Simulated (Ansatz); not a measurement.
# Hf (hcp type): how the settings move a relaxation

Question: which choices in the input matter for Hf (hcp type)?

Computed with Ansatz 0.2.0 (reference: DFT, LDA, PAW with Ansatz's default frozen-core files, scalar-relativistic, unless a step's input says otherwise).

## Step 1: Starting point

The structure is hexagonal, space group P6_3/mmc (No. 194). Conventional cell: a = 3.097 Å, b = 3.097 Å, c = 5.017 Å, α = 90.00°, β = 90.00°, γ = 120.00°. Hf (site symmetry -6m2) is surrounded by 12 Hf at 3.08 to 3.10 Å.

Structure file:

```
Hf
1.0
     3.09679    0.00000    0.00000
    -1.54840    2.68190    0.00000
     0.00000    0.00000    5.01680
Hf
2
Direct
  0.33333 0.66667 0.25000
  0.66667 0.33333 0.75000
```

## Step 2: The reference run

The input, input.yaml:

```yaml
crystal:
  lattice:
    - [3.0967921286, 0.0, 0.0]
    - [-1.5483960643, 2.6819006536, 0.0]
    - [0.0, 0.0, 5.0168032483]
  atoms:
    - { symbol: Hf, position: [0.3333333333, 0.6666666667, 0.25] }
    - { symbol: Hf, position: [0.6666666667, 0.3333333333, 0.75] }
kpoints:
  mp_grid: { grid: [16, 16, 9] }
scf:
  occupations: { method: fermi_dirac, width: 0.1 }
hamiltonian:
  xc: lda
  pseudopotentials: { kind: paw }
output:
  forces: true
  stress: true
  write_density: true
  write_potential: true
  elf: true
  volumetric_format: npy
relax:
  f_tol: 0.005
  max_steps: 40
  cell: {}
```

Run with:

```sh
ansatz run input.yaml --threads 1 --pin off --max-ram 3584MiB --backend cpu --events-out ev --progress --plain --runs-dir out
```

## Step 3: Variant: occupations.method methfessel_paxton, occupations.width 0.3, ecutrho_ratio 12, accuracy high

Changes to input.yaml since step 2:

```diff
@@ -11,3 +11,3 @@
 scf:
-  occupations: { method: fermi_dirac, width: 0.1 }
+  occupations: { method: methfessel_paxton, width: 0.3 }
 hamiltonian:
@@ -18,6 +18,2 @@
   stress: true
-  write_density: true
-  write_potential: true
-  elf: true
-  volumetric_format: npy
 relax:
@@ -26 +22,4 @@
   cell: {}
+basis:
+  ecutrho_ratio: 12
+accuracy: high
```

What does the calculation give? Wanted: for each run, ending; energy change; pressure; gap; force.

**Answer**, as computed:

```csv
run,ending,energy change,pressure (GPa),gap (eV),force (eV/Å),cycles,time
reference,converged,0,0.0,0.00,0.00,27,37 s
"1: occupations.method methfessel_paxton, occupations.width 0.3, ecutrho_ratio 12, accuracy high",converged,0.0 meV/atom (σ→0),0.0,0.00,0.00,25,29 s
```

Times don't compare one to one where runs were asked for different outputs or read a saved state (see the inputs); cycles may leave out searches for a lower state.

What this shows: Changing the smearing leaves the energy as it was (0.0 meV/atom).
